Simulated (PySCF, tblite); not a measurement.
**C₄H₈O₃: dynamics, then NMR shifts on frames**

Aim: move C₄H₈O₃ (`C[C@@H](CO)OC=O`) away from its starting geometry and see how NMR shifts follow the geometry.

The runs use tblite 0.8.0 and PySCF 2.14.0, with density-fitted response routines of our own; the level of theory stands in each step. All values are computed, except where a source is named. Atoms are numbered from 0 throughout.

## (1) The molecule as given

15 atoms, charge 0, multiplicity 1; geometry from: GFN2-xTB.

Bonds of the start (Å): C0–C1 1.52, C1–C2 1.53, C2–O3 1.41, C1–O4 1.44, O4–C5 1.31, C5–O6 1.20, C0–H7 1.09, C0–H8 1.09, C0–H9 1.09, C1–H10 1.10, C2–H11 1.10, C2–H12 1.10, O3–H13 0.96, C5–H14 1.10.

## (2) Thermal motion with GFN2-xTB

What the job is given:

```
{"job": {"kind": "md", "xc": "GFN2-xTB", "basis": "xTB", "temperature": 300, "steps": 2000, "every": 50, "frames": 5}, "charge": 0, "multiplicity": 1}
C     -0.707874     1.612164    -0.084503
C      0.152933     0.406624     0.253944
C     -0.693547    -0.830072     0.581205
O     -1.596824    -1.070774    -0.471899
O      0.993568     0.146077    -0.882212
C      2.068018    -0.585204    -0.685980
O      2.441474    -1.062464     0.347010
H     -0.078701     2.451557    -0.366131
H     -1.311120     1.886043     0.776124
H     -1.359559     1.357632    -0.914803
H      0.802493     0.605963     1.117036
H     -0.023515    -1.686425     0.731049
H     -1.229824    -0.637048     1.521736
H     -2.065631    -1.892931    -0.299331
H      2.603697    -0.693152    -1.645155
```

Method: GFN2-xTB Langevin dynamics, gas phase.

The run is started by

```
$ OMP_NUM_THREADS=1 python probes_run.py task.json out
```

One launch serves the whole session: the jobs run in the order shown.

What it wrote:

```text
t/fs     T/K      E/eV
    0.0   239.3   -675.73397
   25.0   155.6   -675.43028
   50.0   196.1   -675.28409
   75.0   168.7   -675.30144
  100.0   191.2   -675.29685
  125.0   243.7   -675.39655
  150.0   135.3   -675.36153
  175.0   179.6   -675.35600
  200.0   214.1   -675.30340
  225.0   315.9   -675.35741
  250.0   301.3   -675.19067
  275.0   414.7   -675.32161
  300.0   279.1   -675.15626
  325.0   298.2   -675.19321
  350.0   286.9   -675.18126
  375.0   332.0   -675.22949
  400.0   362.1   -675.27061
  425.0   288.9   -675.28736
  450.0   342.0   -675.33167
  475.0   356.1   -675.40290
  500.0   287.5   -675.31989
  525.0   291.0   -675.25697
  550.0   335.8   -675.40266
  575.0   310.7   -675.34443
  600.0   404.2   -675.39975
  625.0   424.3   -675.24437
  650.0   392.6   -675.25814
  675.0   267.6   -675.06459
  700.0   429.4   -675.21654
  725.0   293.5   -675.35045
  750.0   321.7   -675.33085
  775.0   277.1   -675.23718
  800.0   343.4   -675.29529
  825.0   246.3   -675.30402
  850.0   262.9   -675.23205
  875.0   391.4   -675.35461
  900.0   173.3   -674.96163
  925.0   272.2   -675.23479
  950.0   308.7   -675.22281
  975.0   341.1   -675.26614
 1000.0   259.6   -675.23145
```

It took 9.3 s on 1 thread of Arm Neoverse V1, shared host; peak memory 0.18 GiB.

Distance from the start (root mean square after alignment): 0 fs 0.00 Å, 200 fs 0.34 Å, 400 fs 0.57 Å, 600 fs 0.78 Å, 800 fs 0.95 Å, 1000 fs 0.88 Å.

Positions (Å) and forces (eV/Å) at 1000 fs:

```xyz
15

C     0.079    1.755    1.225    1.573   -0.897    1.469
C     0.169    0.297    0.801   -0.307   -1.244   -0.158
C    -1.181   -0.226    0.191   -0.871   -0.090   -0.852
O    -1.707    0.486   -0.986    1.334   -1.255    1.649
O     1.253    0.221   -0.173   -0.442   -0.728   -0.347
C     1.730   -0.992   -0.487    0.395    1.469   -0.714
O     1.551   -2.032    0.043   -0.668   -0.921    0.934
H    -0.729    2.013    1.886   -0.530   -0.231   -0.164
H     0.067    2.243    0.295   -0.117    1.165   -0.805
H     0.998    2.017    1.812   -0.536   -0.089   -0.732
H     0.455   -0.497    1.539   -0.407    0.871    0.143
H    -1.016   -1.251   -0.179   -0.029    0.256    0.254
H    -2.025   -0.242    0.966    1.348   -0.031   -0.670
H    -2.186    1.168   -0.554   -0.666    1.197   -0.145
H     2.402   -0.933   -1.369   -0.077    0.528    0.138
```

## (3) Shielding tensors: 250 fs, PBE0/pcSseg-1

What the job is given:

```
{"job": {"kind": "nmr", "xc": "PBE0", "basis": "pcSseg-1", "pop": false}, "charge": 0, "multiplicity": 1}
C     -0.871500     1.568100    -0.604200
C     -0.217500     0.402100    -0.049100
C     -1.205500    -0.744100     0.339600
O     -2.241800    -0.962000    -0.638200
O      0.863700     0.067000    -0.911300
C      1.930600    -0.513100    -0.347700
O      2.104600    -0.814000     0.766300
H     -0.336500     2.554600    -0.371700
H     -1.849200     1.607400    -0.027800
H     -1.085900     1.551200    -1.648600
H      0.273200     0.711700     0.917000
H     -0.762900    -1.692700     0.454700
H     -1.673500    -0.409300     1.273200
H     -2.035800    -0.350500    -1.385900
H      2.713100    -0.641000    -1.114500
```

Method: GIAO PBE0/pcSseg-1 NMR shielding, non-relativistic, gas phase.

What it wrote:

```text
coarse grid: 12568 points
cycle   1  E = -382.1589476345  dE =  1.116e+00  |g| = 1.019e+00  |ddm| = 3.289e+00
cycle   2  E = -381.8370086397  dE =  3.219e-01  |g| = 1.679e+00  |ddm| = 1.723e+00
cycle   3  E = -382.3363011185  dE = -4.993e-01  |g| = 2.527e-01  |ddm| = 1.188e+00
cycle   4  E = -382.3469353132  dE = -1.063e-02  |g| = 9.422e-02  |ddm| = 2.059e-01
cycle   5  E = -382.3483958240  dE = -1.461e-03  |g| = 1.791e-02  |ddm| = 5.638e-02
cycle   6  E = -382.3484628837  dE = -6.706e-05  |g| = 4.990e-03  |ddm| = 1.440e-02
cycle   7  E = -382.3484679998  dE = -5.116e-06  |g| = 9.814e-04  |ddm| = 3.659e-03
final grid: 121432 points
cycle   8  E = -382.4215181811  dE = -2.833e-05  |g| = 1.462e-02  |ddm| = 2.954e-02
cycle   9  E = -382.4214707474  dE =  4.743e-05  |g| = 2.192e-02  |ddm| = 2.081e-02
cycle  10  E = -382.4215566288  dE = -8.588e-05  |g| = 1.876e-03  |ddm| = 1.275e-02
cycle  11  E = -382.4215572534  dE = -6.246e-07  |g| = 4.720e-04  |ddm| = 1.280e-03
cycle  12  E = -382.4215572867  dE = -3.334e-08  |g| = 1.820e-04  |ddm| = 3.989e-04
cycle  13  E = -382.4215572934  dE = -6.738e-09  |g| = 2.701e-05  |ddm| = 1.409e-04
cycle  14  E = -382.4215572936  dE = -1.472e-10  |g| = 8.901e-06  |ddm| = 3.014e-05
converged SCF energy = -382.4215572936

GIAO shielding tensors (ppm)
atom      isotropic    diamagn.    paramagn.     s11        s22        s33       span
  0 C      168.683     247.882     -79.199    156.950    164.744    184.355     27.405
  1 C      118.813     249.196    -130.383     84.831    126.050    145.560     60.729
  2 C      113.196     245.195    -131.999     97.747    104.217    137.623     39.876
  3 O      316.653     389.515     -72.862    274.947    291.484    383.528    108.581
  4 O      108.672     401.443    -292.771    -71.492    179.255    218.252    289.744
  5 C       26.051     245.542    -219.491    -75.297     73.793     79.657    154.954
  6 O      -99.672     403.118    -502.790   -396.156   -208.077    305.218    701.374
  7 H       28.536      27.853       0.683     24.314     26.057     35.237     10.923
  8 H       29.219      28.664       0.555     24.440     27.843     35.374     10.935
  9 H       30.579      30.567       0.011     27.200     28.674     35.862      8.662
 10 H       25.994      33.647      -7.652     23.069     26.300     28.614      5.545
 11 H       27.771      31.805      -4.033     23.272     28.172     31.869      8.597
 12 H       27.796      30.560      -2.764     23.206     27.771     32.411      9.205
 13 H       30.465      32.271      -1.806     20.484     30.812     40.099     19.615
 14 H       23.683      26.638      -2.956     18.806     23.890     28.351      9.545
```

It took 21 s on 1 thread of Arm Neoverse V1, shared host; peak memory 0.73 GiB.

Shifts follow as δ = σ(reference) − σ, with reference shieldings (ppm) from runs at the same level and on the same kind of geometry: 1H TMS 31.72, 13C TMS 186.9, 17O H2O 336.1. The references are single molecules in the gas phase, so shifts against H2O, NH3, PH3, H3PO4 or CFCl3 are not on the usual liquid scales and can be off by tens of ppm. Each atom is listed at this fixed geometry, with no averaging over motion; a spectrum would average atoms that exchange fast.

| atoms | environment | σ (ppm) | δ (ppm) |
| --- | --- | --- | --- |
| C5 | ester carbonyl carbon | 26.1 | 160.9 |
| C2 | sp3 CH2 bonded to O | 113.2 | 73.7 |
| C1 | sp3 CH bonded to O | 118.8 | 68.1 |
| C0 | methyl carbon | 168.7 | 18.2 |
| H14 | hydrogen on an ester carbonyl carbon | 23.68 | 8.03 |
| H10 | hydrogen on an sp3 CH bonded to O | 25.99 | 5.72 |
| H11 | hydrogen on an sp3 CH2 bonded to O | 27.77 | 3.95 |
| H12 | hydrogen on an sp3 CH2 bonded to O | 27.80 | 3.92 |
| H7 | hydrogen on a methyl carbon | 28.54 | 3.18 |
| H8 | hydrogen on a methyl carbon | 29.22 | 2.50 |
| H13 | hydrogen on an alcohol oxygen | 30.47 | 1.25 |
| H9 | hydrogen on a methyl carbon | 30.58 | 1.14 |
| O6 | ester carbonyl oxygen | -99.7 | 435.8 |
| O4 | ester alkoxy oxygen | 108.7 | 227.4 |
| O3 | alcohol oxygen | 316.7 | 19.4 |

The fields below are evaluated on a grid from the run's orbitals.

Frontier orbitals at PBE0/pcSseg-1, with the share of their density that lies nearest to each atom:

| orbital | energy (eV) | lies on |
| --- | --- | --- |
| HOMO | -7.96 | O3 67 %; H11, H12 about 8 % each; H13 6 % |
| LUMO | 0.15 | C5 41 %; O6 28 %; H14 11 % |

ELF in a plane through or near 5 of the atoms.

Ten even steps from '0' (0.00) to '9' (1.00):
```
0000000000000000000000000000
0000000000000000000000000000
0000000000000000000000000000
0000000000000024310000000000
0000000000000489840000000000
0000000000000489851000000000
0000000000210157653210000000
0000001212441252837751000000
0000003545665479489982000000
0000003424567127447750000000
0000014764214578200000000000
0000235774002797421100000000
0000134442005746344530000000
0000012220059994333430000000
0000000000099996101100000000
0000000000079993000000000000
0000000000002320000000000000
0000000000000000000000000000
0000000000000000000000000000
0000000000000000000000000000
```
The map spans 11.3 Å across and 9.6 Å up, centred on the molecule. Atoms in the plane (x, y in Å): C0 (1.0, 1.2), C1 (0.0, 0.2), C2 (0.6, -1.3), C5 (-2.3, 0.1), H11 (-0.1, -2.0).

On the surface of density 0.002 e/bohr³ the electrostatic potential runs, from the 1st to the 99th percentile, from -1.58 V near O3 to 1.75 V near H13.

## (4) Nuclear shieldings: 425 fs, PBE0/pcSseg-1

What the job is given:

```
{"job": {"kind": "nmr", "xc": "PBE0", "basis": "pcSseg-1", "pop": false}, "charge": 0, "multiplicity": 1}
C     -0.556400     1.805900    -0.569400
C     -0.149500     0.562100     0.202200
C     -1.360700    -0.366200     0.343800
O     -1.612700    -0.964600    -0.915200
O      0.894300    -0.125300    -0.467300
C      1.624700    -1.056400     0.032000
O      1.424000    -1.680800     1.059700
H      0.161200     2.031200    -1.410000
H     -0.625900     2.598700     0.170400
H     -1.504400     1.504400    -0.983100
H      0.244100     0.775000     1.180300
H     -1.099100    -1.213000     1.065600
H     -2.289700     0.087600     0.699500
H     -1.102900    -1.769200    -0.997600
H      2.408400    -1.320100    -0.711500
```

Method: GIAO PBE0/pcSseg-1 NMR shielding, non-relativistic, gas phase.

What it wrote:

```text
coarse grid: 12568 points
cycle   1  E = -382.1545952363  dE =  1.111e+00  |g| = 1.033e+00  |ddm| = 3.263e+00
cycle   2  E = -381.7509891311  dE =  4.036e-01  |g| = 1.793e+00  |ddm| = 1.842e+00
cycle   3  E = -382.3306570603  dE = -5.797e-01  |g| = 3.309e-01  |ddm| = 1.325e+00
cycle   4  E = -382.3498007610  dE = -1.914e-02  |g| = 9.460e-02  |ddm| = 2.517e-01
cycle   5  E = -382.3512438563  dE = -1.443e-03  |g| = 1.922e-02  |ddm| = 5.625e-02
cycle   6  E = -382.3513185053  dE = -7.465e-05  |g| = 5.880e-03  |ddm| = 1.548e-02
cycle   7  E = -382.3513254410  dE = -6.936e-06  |g| = 1.409e-03  |ddm| = 4.290e-03
final grid: 121432 points
cycle   8  E = -382.4239938720  dE = -2.423e-05  |g| = 1.385e-02  |ddm| = 2.386e-02
cycle   9  E = -382.4239467221  dE =  4.715e-05  |g| = 2.128e-02  |ddm| = 2.007e-02
cycle  10  E = -382.4240273217  dE = -8.060e-05  |g| = 2.956e-03  |ddm| = 1.279e-02
cycle  11  E = -382.4240288907  dE = -1.569e-06  |g| = 4.006e-04  |ddm| = 1.784e-03
cycle  12  E = -382.4240289153  dE = -2.456e-08  |g| = 1.662e-04  |ddm| = 3.833e-04
cycle  13  E = -382.4240289212  dE = -5.967e-09  |g| = 2.815e-05  |ddm| = 1.401e-04
cycle  14  E = -382.4240289214  dE = -1.702e-10  |g| = 7.494e-06  |ddm| = 2.947e-05
converged SCF energy = -382.4240289214

GIAO shielding tensors (ppm)
atom      isotropic    diamagn.    paramagn.     s11        s22        s33       span
  0 C      164.343     248.988     -84.644    134.394    172.454    186.182     51.789
  1 C      115.819     247.054    -131.235     83.877    113.764    149.816     65.940
  2 C      117.026     247.894    -130.868     96.376    112.892    141.809     45.433
  3 O      324.935     389.749     -64.814    293.516    325.828    355.462     61.946
  4 O      114.502     401.492    -286.990    -42.920    181.979    204.445    247.364
  5 C       19.492     248.872    -229.380    -86.004     69.205     75.275    161.279
  6 O     -118.465     402.791    -521.256   -399.102   -244.288    287.995    687.096
  7 H       29.098      28.302       0.796     24.888     27.373     35.033     10.145
  8 H       29.780      29.153       0.627     25.503     27.691     36.145     10.642
  9 H       29.504      30.058      -0.555     24.389     30.799     33.322      8.933
 10 H       27.568      33.875      -6.307     23.888     27.983     30.832      6.944
 11 H       25.790      30.791      -5.002     22.165     24.792     30.412      8.246
 12 H       27.922      30.490      -2.569     24.098     27.062     32.606      8.508
 13 H       30.885      33.693      -2.809     21.740     27.620     43.294     21.554
 14 H       23.441      27.319      -3.878     18.751     23.650     27.921      9.170
```

Run time: 16 s. Hardware: 1 thread of Arm Neoverse V1, shared host; peak memory 0.75 GiB.

Key values: δ C5 167.4, C1 71.1, C2 69.9, C0 22.6, H14 8.28, H11 5.93 ppm.

(Part 1 of 2 ends here.)
